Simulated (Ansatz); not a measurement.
# CaGe2N3: the cost of one run

Program: Ansatz 0.2.0. Level of theory: DFT PBE, scalar-relativistic, plane waves, PAW. These are calculated values, not measurements.

## Step 1: The structure to begin with

It takes space group Cmmm (No. 65, orthorhombic). The conventional cell has a = 5.416 Å, b = 8.818 Å, c = 4.065 Å, α = 90.00°, β = 90.00°, γ = 90.00°. Ca (site symmetry mmm) is surrounded by 10 N at 3.03 to 3.39 Å and 8 Ge at 3.29 Å. Around Ge (site symmetry 2/m) lie 6 N at 2.58 to 2.59 Å and 2 Ge at 2.71 Å. N (site symmetry m2m) has 5 N at 2.45 to 3.18 Å and 4 Ge at 2.58 Å and 3 Ca at 3.03 to 3.04 Å as nearest neighbours. N (site symmetry mmm) is surrounded by 4 N at 2.45 Å and 4 Ge at 2.59 Å and 4 Ca at 3.39 Å.

As a file:

```
CELL_PARAMETERS angstrom
2.70778 -4.40906 0.00000
2.70778 4.40906 0.00000
0.00000 0.00000 4.06465
ATOMIC_POSITIONS crystal
Ca 0.50000 0.50000 0.00000
Ge 0.00000 0.50000 0.50000
Ge 0.50000 0.00000 0.50000
N 0.15586 0.84414 0.00000
N 0.84414 0.15586 0.00000
N 0.00000 0.00000 0.50000
```

Recipe of the guess: species swapped into a database cell of LaNi3Rh2 (Cmmm, No. 65), with Ca on the La sites, N on the Ni sites and Ge on the Rh sites. Its size is a rough estimate.

## Step 2: The guess as it stands, on a coarse mesh

Input file input.yaml:

```yaml
crystal:
  lattice:
    - [2.70778443, -4.40906254, 0.0]
    - [2.70778443, 4.40906254, 0.0]
    - [0.0, 0.0, 4.06465387]
  atoms:
    - { symbol: Ca, position: [0.5, 0.5, 0.0] }
    - { symbol: Ge, position: [0.0, 0.5, 0.5] }
    - { symbol: Ge, position: [0.5, 0.0, 0.5] }
    - { symbol: "N", position: [0.15585776, 0.84414224, 0.0] }
    - { symbol: "N", position: [0.84414224, 0.15585776, 0.0] }
    - { symbol: "N", position: [0.0, 0.0, 0.5] }
basis:
  ecutwfc: 420
kpoints:
  mp_grid: { grid: [4, 4, 4] }
hamiltonian:
  xc: pbe
scf:
  occupations: { method: gaussian, width: 0.1 }
  lower_state_search: "off"
output:
  forces: true
  stress: true
  eigenvalues: true
```

Run with:

```console
$ ansatz run input.yaml --threads 1 --pin off --max-ram 2560MiB --backend cpu --events-out ev --progress --plain --runs-dir out
```

**Question.** How long does this run take on 1 thread of Arm Neoverse V1, shared host, and how much memory does it need?

About 5.7 s, with a peak of 0.36 GiB.
